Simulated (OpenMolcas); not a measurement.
**WO3 (tungsten trioxide): levels of theory compared**

Aim: a comparison of 6 runs (BHLYP/def2-SVPD, M06-2X/def2-SVPD, SVWN5/def2-SVPD, TPSS/def2-SVPD, r2SCAN/def2-SVPD, MP2/def2-SVPD) of WO3 (tungsten trioxide). 

The calculation is run with OpenMolcas 26.06.

1 further run of the same task is left out (it didn't finish).

## 1. The structure to begin with

WO3 has 4 atoms, charge 0, and is taken as a singlet. As SMILES, `[O]=[W](=[O])=[O]`. One bond was lengthened or shortened from a relaxed shape.

Bond lengths: O1–W2 1.716 Å, W2–O3 2.230 Å, W2–O4 1.716 Å. Angles: O1–W2–O3 107.5°, O1–W2–O4 107.5°, O3–W2–O4 107.5°.

## 2. A single-point energy at BHLYP/def2-SVPD (core potential) (run 1)

run.inp

```
&GATEWAY
 BasLib=$CurrDir
 Coord
 4
 angstrom
 O       -0.668958       0.523097       1.665617
 W       -0.797858      -0.025803       0.045417
 O        1.071700      -1.143300      -0.433900
 O       -0.843658       1.359397      -0.965683
 Basis=def2-SVPD
 Group=NoSym

&SEWARD
 GridInput
 Grid=UltraFine
 End of Grid

&SCF
 KSDFT=HYB_GGA_XC_BHANDHLYP
 Thresholds=1e-10 1e-07 1e-07 1e-05
 PrOrbitals=0
```

The basis set def2-SVPD is read from a file made from the Basis Set Exchange's data (not shown).

On the command line:

```console
$ export MOLCAS_MEM=1860
$ pymolcas run.inp > run.log
```

Standard output:

```text
--- Start Module: gateway ---
[...]
--- Stop Module: gateway /rc=_RC_ALL_IS_WELL_ ---
--- Start Module: seward ---
[...]
      Basis functions          104
--- Stop Module: seward /rc=_RC_ALL_IS_WELL_ ---
[...]
--- Start Module: scf ---
[...]
       Convergence after  23 Iterations
[...]
::    Total KS-DFT energy                            -292.2596577537
[...]
      Total spin, S                                     0.0000000000
[...]
      Total electronic charge=   38.000000
      Total            charge=   -0.000000
[...]
      Dipole Moment (debye):
      Origin of the operator (angstrom)=   -0.6632    0.0305    0.0544
                   X= -6.1025E+00               Y= -1.9595E+00               Z= -2.1708E-01           Total=  6.4131E+00
      Quadrupole Moment (debye*angstrom):
[...]
--- Stop Module: scf /rc=_RC_ALL_IS_WELL_ ---
[...]
```

Wall time 38 s (1 thread of Arm Neoverse V1, shared host); peak memory 0.59 GiB.

## 3. The energy at M06-2X/def2-SVPD (core potential) (run 2)

job.input

```
&gateway
 baslib=$CurrDir
 coord
 4
 bohr
 O     -1.26414741     0.98851007     3.14755996
 W     -1.50773311    -0.04876060     0.08582569
 O      2.02521949    -2.16052388    -0.81995217
 O     -1.59428256     2.56888802    -1.82487639
 basis=def2-SVPD
 group=NoSym

&seward
 gridinput
 Grid=UltraFine
 End of Grid

&scf
 ksdft=M062X
 thresholds=1e-10 1e-07 1e-07 1e-05
 prorbitals=1 2
```

The basis set def2-SVPD is read from a file made from the Basis Set Exchange's data (not shown).

On the command line:

```console
$ export MOLCAS_MEM=1860
$ pymolcas job.input > job.log
```

Standard output:

```text
--- Start Module: gateway ---
[...]
--- Stop Module: gateway /rc=_RC_ALL_IS_WELL_ ---
--- Start Module: seward ---
[...]
      Basis functions          104
--- Stop Module: seward /rc=_RC_ALL_IS_WELL_ ---
[...]
--- Start Module: scf ---
[...]
       Convergence after  23 Iterations
[...]
::    Total KS-DFT energy                            -292.3190877163
[...]
      Total spin, S                                     0.0000000000
[...]
      Total electronic charge=   38.000000
      Total            charge=   -0.000000
[...]
      Dipole Moment (debye):
      Origin of the operator (angstrom)=   -0.6632    0.0305    0.0544
                   X= -6.0349E+00               Y= -1.6911E+00               Z= -1.3629E-01           Total=  6.2689E+00
      Quadrupole Moment (debye*angstrom):
[...]
--- Stop Module: scf /rc=_RC_ALL_IS_WELL_ ---
[...]
```

Run time: 53 s. Hardware: 1 thread of Arm Neoverse V1, shared host; peak memory 0.59 GiB.

Run 3 isn't shown in full; the table further down has it.

## 4. The energy at TPSS/def2-SVPD (core potential) (run 4)

run.input

```
* O3W Kohn-Sham DFT

&GATEWAY
 BasLib = $CurrDir
 Coord
 4
 angstrom
 O       -0.668958       0.523097       1.665617
 W       -0.797858      -0.025803       0.045417
 O        1.071700      -1.143300      -0.433900
 O       -0.843658       1.359397      -0.965683
 Basis = def2-SVPD
 Group = NoSym

&SEWARD
 GridInput
 Grid=UltraFine
 End of Grid

&SCF
 KSDFT = 2
 1.0 MGGA_X_TPSS
 1.0 MGGA_C_TPSS
 Thresholds = 1e-10 1e-07 1e-07 1e-05
 PrOrbitals = 1 2
```

The basis set def2-SVPD is read from a file made from the Basis Set Exchange's data (not shown).

On the command line:

```console
$ export MOLCAS_MEM=1860
$ pymolcas run.input > run.log
```

Standard output:

```text
--- Start Module: gateway ---
[...]
--- Stop Module: gateway /rc=_RC_ALL_IS_WELL_ ---
--- Start Module: seward ---
[...]
      Basis functions          104
--- Stop Module: seward /rc=_RC_ALL_IS_WELL_ ---
[...]
--- Start Module: scf ---
[...]
       Convergence after  30 Iterations
[...]
::    Total KS-DFT energy                            -292.6397791794
[...]
      Total spin, S                                     0.0000000000
[...]
      Total electronic charge=   38.000000
      Total            charge=   -0.000000
[...]
      Dipole Moment (debye):
      Origin of the operator (angstrom)=   -0.6632    0.0305    0.0544
                   X= -5.4400E+00               Y= -1.6817E+00               Z= -1.7285E-01           Total=  5.6966E+00
      Quadrupole Moment (debye*angstrom):
[...]
--- Stop Module: scf /rc=_RC_ALL_IS_WELL_ ---
[...]
```

Wall time 67 s (1 thread of Arm Neoverse V1, shared host); peak memory 0.59 GiB.

Run 5 isn't shown in full; the table further down has it.

## 5. The energy at MP2/def2-SVPD (core potential) (run 6)

mol.inp

```
>>> EXPORT MOLCAS_PRINT=2

&GATEWAY
  BasLib=$CurrDir
  Coord
  4
  angstrom
  O       -0.668958       0.523097       1.665617
  W       -0.797858      -0.025803       0.045417
  O        1.071700      -1.143300      -0.433900
  O       -0.843658       1.359397      -0.965683
  Basis=def2-SVPD
  Group=NoSym

&SEWARD

&SCF
  Thresholds=1e-10 1e-07 1e-07 1e-05
  PrOrbitals=0

&MBPT2
  Frozen=3
```

The basis set def2-SVPD is read from a file made from the Basis Set Exchange's data (not shown).

On the command line:

```console
$ export MOLCAS_MEM=1860
$ pymolcas mol.inp > mol.log
```

Standard output:

```text
--- Start Module: gateway ---
[...]
--- Stop Module: gateway /rc=_RC_ALL_IS_WELL_ ---
[...]
      Basis functions          104
[...]
--- Start Module: scf ---
[...]
       Convergence after  32 Iterations
[...]
::    Total SCF energy                               -290.6490612113
[...]
      Total spin, S                                     0.0000000000
[...]
      Total electronic charge=   38.000000
      Total            charge=   -0.000000
[...]
      Dipole Moment (debye):
      Origin of the operator (angstrom)=   -0.6632    0.0305    0.0544
                   X= -6.3439E+00               Y= -2.8281E+00               Z= -4.7699E-01           Total=  6.9621E+00
      Quadrupole Moment (debye*angstrom):
[...]
--- Stop Module: scf /rc=_RC_ALL_IS_WELL_ ---
[...]
--- Start Module: mbpt2 ---
[...]
WARNING!
Default frozen orbitals as non valence orbitals is overwritten by user input.
Default values:   3
[...]
       Reference weight ( Cref**2 )         =        0.68239
::    Total MBPT2 energy                             -291.7150659262
[...]
      Total MBPT2 calculations                           0.52      0.62
--- Stop Module: mbpt2 /rc=_RC_ALL_IS_WELL_ ---
[...]
```

It took 19 s on 1 thread of Arm Neoverse V1, shared host; peak memory 0.59 GiB.

## 6. Overview of the runs

| run | level | integration grid | frozen core orbitals | energy (Eh) | dipole moment (D) of the reference | HOMO energy (eV) | LUMO energy (eV) | wall time |
| --- | --- | --- | --- | --- | --- | --- | --- | --- |
| 1 | BHLYP/def2-SVPD (core potential) | UltraFine | – | -292.259658 | 6.41 | -9.27 | -4.88 | 38 s |
| 2 | M06-2X/def2-SVPD (core potential) | UltraFine | – | -292.319088 | 6.27 | -9.32 | -4.84 | 53 s |
| 3 | SVWN5/def2-SVPD (core potential) | UltraFine | – | -290.915933 | 5.52 | -6.67 | -6.35 | 35 s |
| 4 | TPSS/def2-SVPD (core potential) | UltraFine | – | -292.639779 | 5.70 | -6.50 | -5.93 | 67 s |
| 5 | r2SCAN/def2-SVPD (core potential) | UltraFine | – | -292.510078 | 5.89 | -6.70 | -6.00 | 59 s |
| 6 | MP2/def2-SVPD (core potential) | – | 3 | -291.715066 | 6.96 | -10.73 | -2.64 | 19 s |

## 7. Results

```
                                          quantity          value
                               run 6: total energy  -291.71507 Eh
         run 6: dipole moment (mean-field density)         6.96 D
        run 6: HOMO energy (Hartree–Fock orbitals)      -10.73 eV
        run 6: LUMO energy (Hartree–Fock orbitals)       -2.64 eV
      run 6: HOMO–LUMO gap (Hartree–Fock orbitals)        8.08 eV
run 6: correlation energy (3 core orbitals frozen)    -1066.0 mEh
```

Over runs 1, 2, 3, 4, 5 the dipole moment (its size) runs from 5.52 D (SVWN5/def2-SVPD) to 6.41 D (BHLYP/def2-SVPD). Over runs 1, 2, 3, 4, 5 the HOMO–LUMO gap runs from 0.32 eV (SVWN5/def2-SVPD) to 4.47 eV (M06-2X/def2-SVPD). Totals of different functionals can't be ranked against each other. All runs together took 4.5 min, the longest 67 s.
